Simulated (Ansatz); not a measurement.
# AlSi62: the cost of one run

All numbers below are computed with Ansatz 0.2.0 (DFT LDA, plane waves, PAW, scalar-relativistic, collinear spin).

## Step 1: The system as given

The cell holds 63 atoms (AlSi62): a = 10.860 Å, b = 10.860 Å, c = 10.860 Å, α = 90.00°, β = 90.00°, γ = 90.00°.

Its coordinates follow in the input file.

## Step 2: Relaxing end A

File input.yaml:

```yaml
crystal:
  lattice:
    - [10.86, 0.0, 0.0]
    - [0.0, 10.86, 0.0]
    - [0.0, 0.0, 10.86]
  atoms:
    - { symbol: Si, position: [0.5042797, 0.0021603, 0.0023671] }
    - { symbol: Si, position: [0.6261595, 0.1253582, 0.1280728] }
    - { symbol: Si, position: [0.7497246, 0.2498735, -0.0051092] }
    - { symbol: Al, position: [0.8757589, 0.3749319, 0.1265404], spin: 1.0 }
    - { symbol: Si, position: [0.7518634, -0.0005461, 0.2465725] }
    - { symbol: Si, position: [0.8739815, 0.1232714, 0.3762046] }
    - { symbol: Si, position: [0.000524, -0.0023401, 0.0012571] }
    - { symbol: Si, position: [0.1243999, 0.1218944, 0.1220438] }
    - { symbol: Si, position: [0.2518314, 0.2541927, 0.000474] }
    - { symbol: Si, position: [0.3746959, 0.3772645, 0.1309801] }
    - { symbol: Si, position: [0.5057945, 0.5032422, 0.0034727] }
    - { symbol: Si, position: [0.6222324, 0.61951, 0.1212011] }
    - { symbol: Si, position: [0.7461243, 0.7488433, 0.0018477] }
    - { symbol: Si, position: [0.8749496, 0.8736448, 0.128057] }
    - { symbol: Si, position: [0.2500434, -0.0029299, 0.244916] }
    - { symbol: Si, position: [0.3807267, 0.1246196, 0.3718683] }
    - { symbol: Si, position: [0.5004732, 0.2506832, 0.2461421] }
    - { symbol: Si, position: [0.6267849, 0.3737728, 0.3750281] }
    - { symbol: Si, position: [0.7509511, 0.5031577, 0.2538319] }
    - { symbol: Si, position: [0.8672813, 0.6233731, 0.3733165] }
    - { symbol: Si, position: [0.4988006, -0.00015, 0.5031671] }
    - { symbol: Si, position: [0.6223738, 0.1227578, 0.6292179] }
    - { symbol: Si, position: [0.7489261, 0.2499556, 0.5014177] }
    - { symbol: Si, position: [0.8745583, 0.3746676, 0.6245992] }
    - { symbol: Si, position: [0.7530769, 0.0048969, 0.7489249] }
    - { symbol: Si, position: [0.8721518, 0.1181138, 0.8767611] }
    - { symbol: Si, position: [0.0015767, 0.501379, 0.0006463] }
    - { symbol: Si, position: [0.1242499, 0.6273638, 0.1290813] }
    - { symbol: Si, position: [0.2482478, 0.7500304, 0.0028569] }
    - { symbol: Si, position: [0.3701723, 0.8727221, 0.122141] }
    - { symbol: Si, position: [0.126314, 0.3784402, 0.3765701] }
    - { symbol: Si, position: [0.2496501, 0.5047246, 0.2499729] }
    - { symbol: Si, position: [0.3781018, 0.6291471, 0.376789] }
    - { symbol: Si, position: [0.5036287, 0.7474996, 0.2483612] }
    - { symbol: Si, position: [0.6269814, 0.8728126, 0.371164] }
    - { symbol: Si, position: [-0.0010661, 0.0013984, 0.4986175] }
    - { symbol: Si, position: [0.1250772, 0.1226233, 0.6252569] }
    - { symbol: Si, position: [0.2521103, 0.2537425, 0.5002236] }
    - { symbol: Si, position: [0.3734847, 0.3791786, 0.6199752] }
    - { symbol: Si, position: [0.4995548, 0.498252, 0.50533] }
    - { symbol: Si, position: [0.6245692, 0.6249882, 0.6255022] }
    - { symbol: Si, position: [0.7549124, 0.7509746, 0.5013549] }
    - { symbol: Si, position: [0.8758543, 0.8751852, 0.6206476] }
    - { symbol: Si, position: [0.2527271, 0.0007526, 0.7529726] }
    - { symbol: Si, position: [0.3747714, 0.1208481, 0.8745553] }
    - { symbol: Si, position: [0.5020095, 0.2501305, 0.7511248] }
    - { symbol: Si, position: [0.6277124, 0.3727051, 0.8735466] }
    - { symbol: Si, position: [0.7515685, 0.4923903, 0.7479569] }
    - { symbol: Si, position: [0.8739285, 0.6241969, 0.8736878] }
    - { symbol: Si, position: [0.0001109, 0.7500757, 0.2500971] }
    - { symbol: Si, position: [0.1256373, 0.8737692, 0.3714477] }
    - { symbol: Si, position: [0.0033945, 0.4972029, 0.5018127] }
    - { symbol: Si, position: [0.1239819, 0.6239628, 0.6208923] }
    - { symbol: Si, position: [0.2546892, 0.7492352, 0.4942454] }
    - { symbol: Si, position: [0.3751086, 0.8757542, 0.6270832] }
    - { symbol: Si, position: [-0.000593, 0.2469203, 0.7461601] }
    - { symbol: Si, position: [0.1285932, 0.3779038, 0.8721776] }
    - { symbol: Si, position: [0.252971, 0.4986113, 0.7442443] }
    - { symbol: Si, position: [0.3716665, 0.623649, 0.8770557] }
    - { symbol: Si, position: [0.5057339, 0.7523454, 0.7468253] }
    - { symbol: Si, position: [0.6325106, 0.8797434, 0.8685756] }
    - { symbol: Si, position: [0.0010945, 0.7514113, 0.7488097] }
    - { symbol: Si, position: [0.1279692, 0.871389, 0.8744619] }
magnetization:
  spin_polarized: true
basis:
  ecutwfc: 420.0
kpoints:
  mp_grid: { grid: [1, 1, 1] }
hamiltonian:
  xc: lda
  pseudopotentials: { kind: paw, azcp: { folder: soft_1 } }
scf:
  occupations: { method: gaussian, width: 0.02 }
  lower_state_search: "off"
relax:
  f_tol: 0.03
  max_steps: 60
  adjacent_minimum: "off"
```

Command:

```sh
ansatz run input.yaml --threads 4 --pin off --max-ram 10240MiB --backend cpu --events-out ev --progress --plain --runs-dir out
```

**Question.** How long does this run take on 4 threads of Arm Neoverse V2, shared host, and how much memory does it need?

About 1.8 min, with a peak of 1.5 GiB.
